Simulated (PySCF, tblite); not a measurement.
# C3H10OSi3: geometry, infrared bands and NMR shifts

What infrared bands and NMR shifts should C3H10OSi3 (`CC1=CO[SiH2][Si@H]1[SiH3]`) show?

Programs: tblite 0.8.0 and PySCF 2.14.0, with density-fitted response routines of our own. Each step states its level of theory. These are calculated values for one molecule in the gas phase, unless marked as measured. Atoms are numbered from 0 throughout.

### Step 1. Starting geometry

17 atoms, charge 0, multiplicity 1; geometry from: force field or distance geometry start.

Bonds of the start (Å): C0–C1 1.49, C1–C2 1.34, C2–O3 1.39, O3–Si4 1.68, Si4–Si5 2.30, Si5–Si6 2.27, Si5–C1 1.88, C0–H7 1.09, C0–H8 1.10, C0–H9 1.09, C2–H10 1.09, Si4–H11 1.49, Si4–H12 1.49, Si5–H13 1.49, Si6–H14 1.49, Si6–H15 1.48, Si6–H16 1.49.

### Step 2. Optimising the geometry with GFN2-xTB

What the job is given:

```
{"job": {"kind": "relax", "xc": "GFN2-xTB", "basis": "xTB"}, "charge": 0, "multiplicity": 1}
C     -1.983600    -1.198400     0.185500
C     -1.117800    -0.002500    -0.039500
C     -1.440000     1.258900     0.275700
O     -0.631200     2.367300     0.045900
Si     0.858300     2.027700    -0.643800
Si     0.580300    -0.252800    -0.800700
Si     2.083400    -1.212200     0.603600
H     -1.523300    -1.901400     0.883800
H     -2.953300    -0.907300     0.614500
H     -2.198500    -1.711800    -0.754400
H     -2.394500     1.565900     0.711400
H      0.960100     2.682800    -1.980500
H      1.963400     2.434300     0.263600
H      0.491800    -0.805400    -2.184000
H      2.055700    -0.577400     1.955900
H      3.458700    -1.096100     0.074200
H      1.783400    -2.659500     0.778800
```

Launch:

```console
> OMP_NUM_THREADS=1 python probes_run.py task.json out
```

The driver reads the jobs from task.json and runs them one after another.

**Question.** This job is followed by: GFN2-xTB harmonic vibrations, gas phase; GIAO PBE0/pcSseg-1 NMR shielding, non-relativistic, gas phase. Predict these results of the whole session: strongest single infrared mode (GFN2-xTB); zero-point energy (GFN2-xTB); 13C shifts against TMS (PBE0/pcSseg-1); 1H shifts against TMS (PBE0/pcSseg-1, means over atoms taken as alike); 17O shifts against H2O (PBE0/pcSseg-1); 29Si shifts against TMS (PBE0/pcSseg-1); surface potential, 1st and 99th percentile.

The runs gave:

| quantity | value |
| --- | --- |
| strongest single infrared mode (GFN2-xTB) | 2232 cm⁻¹, 666 km/mol |
| zero-point energy (GFN2-xTB) | 70.4 kcal/mol |
| 13C shifts against TMS (PBE0/pcSseg-1) | 161.1, 109.5, 17.8 ppm |
| 1H shifts against TMS (PBE0/pcSseg-1, means over atoms taken as alike) | 6.72, 5.44, 5.29, 4.41, 3.60, 2.01 ppm |
| 17O shifts against H2O (PBE0/pcSseg-1) | 113.6 ppm |
| 29Si shifts against TMS (PBE0/pcSseg-1) | -10.0, -83.1, -117.2 ppm |
| surface potential, 1st and 99th percentile | -1.07 V and 1.28 V |

Over 79 steps the energy fell by 0.328 eV; of the close pairs, Si5–Si6 changed most, 2.270 to 2.316 Å. All 45 modes are real, so the xTB geometry is a minimum. Unscaled tight-binding wavenumbers are off by several per cent, some by more. Its intensities can rank the bands wrongly. C2 (alkene carbon bearing oxygen) lies farthest downfield among carbon, at 161.1 ppm; an sp2 carbon further deshielded by the attached heteroatom. The most deshielded hydrogen is H10 (hydrogen on an alkene carbon bearing oxygen), at 6.72 ppm: olefinic region. At PBE0/pcSseg-1: Shielding is most anisotropic at C1 (span 179 ppm, paramagnetic term -190 ppm). By nearest atom (PBE0/pcSseg-1), the HOMO sits on C1 35 %; O3 21 % and the LUMO on Si4, Si5 about 18 % each; H11 13 %.
